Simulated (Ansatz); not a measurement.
# NaI2: the cost of one run

Program: Ansatz 0.2.0. Level of theory: DFT PBE, scalar-relativistic, plane waves, PAW. These are calculated values, not measurements.

**1. The structure to begin with**

The structure is tetragonal, space group P4/mmm (No. 123). Conventional cell: a = 3.702 Å, b = 3.702 Å, c = 32.277 Å, α = 90.00°, β = 90.00°, γ = 90.00°. Around Na (site symmetry 4/mmm) lie 8 I at 3.36 Å and 4 Na at 3.70 Å. I (site symmetry 4mm) is surrounded by 4 Na at 3.36 Å.

Coordinates:

```
Na I
1.0
     3.70212    0.00000    0.00000
     0.00000    3.70212    0.00000
     0.00000    0.00000   32.27730
Na I
1 2
Direct
  0.00000 0.00000 0.27883
  0.50000 0.50000 0.34416
  0.50000 0.50000 0.21350
```

The cell was relaxed beforehand at this level, from a generated guess; it is a trial structure. At a tolerance of 0.05 Å it has layer group p4/mmm (No. 61); it has 4.57 Å²/atom, an uncorrected energy of -0.61 eV/atom over the elements.

Only a and b are periodic; c spans vacuum, so the box's volume, pressure and space group aren't properties of the sheet.

**2. Electronic structure at the relaxed geometry**

Input file input.yaml:

```yaml
crystal:
  lattice:
    - [3.7021245736, 0.0, 0.0]
    - [0.0, 3.7021245736, 0.0]
    - [0.0, 0.0, 32.2772992577]
  atoms:
    - { symbol: Na, position: [0.0, 0.0, 0.2788337379] }
    - { symbol: I, position: [0.5, 0.5, 0.3441633049] }
    - { symbol: I, position: [0.5, 0.5, 0.2135041708] }
  periodic: [true, true, false]
basis:
  ecutwfc: 420
kpoints:
  mp_grid: { grid: [12, 12, 1] }
  band_path:
    path: [[0.0, 0.0, 0.0], [0.0, 0.5, 0.0], [0.5, 0.5, 0.0], [0.0, 0.0, 0.0]]
    npoints: 14
hamiltonian:
  xc: pbe
scf:
  occupations: { method: gaussian, width: 0.1 }
  n_extra_bands: 7
output:
  forces: true
  stress: true
  eigenvalues: true
  populations: true
  dos: { projected: true, de: 0.02, nscf_kmesh: { grid: [15, 15, 1] } }
  bader: true
  write_density: true
  write_potential: true
  elf: true
  volumetric_format: npy
```

The run is started by

```
> ansatz run input.yaml --threads 1 --pin off --max-ram 2048MiB --backend cpu --events-out ev --progress --plain --runs-dir out
```

What time and memory should one allow on 1 thread of Arm Neoverse N1, shared host?

About 2.2 min, with a peak of 0.7 GiB.
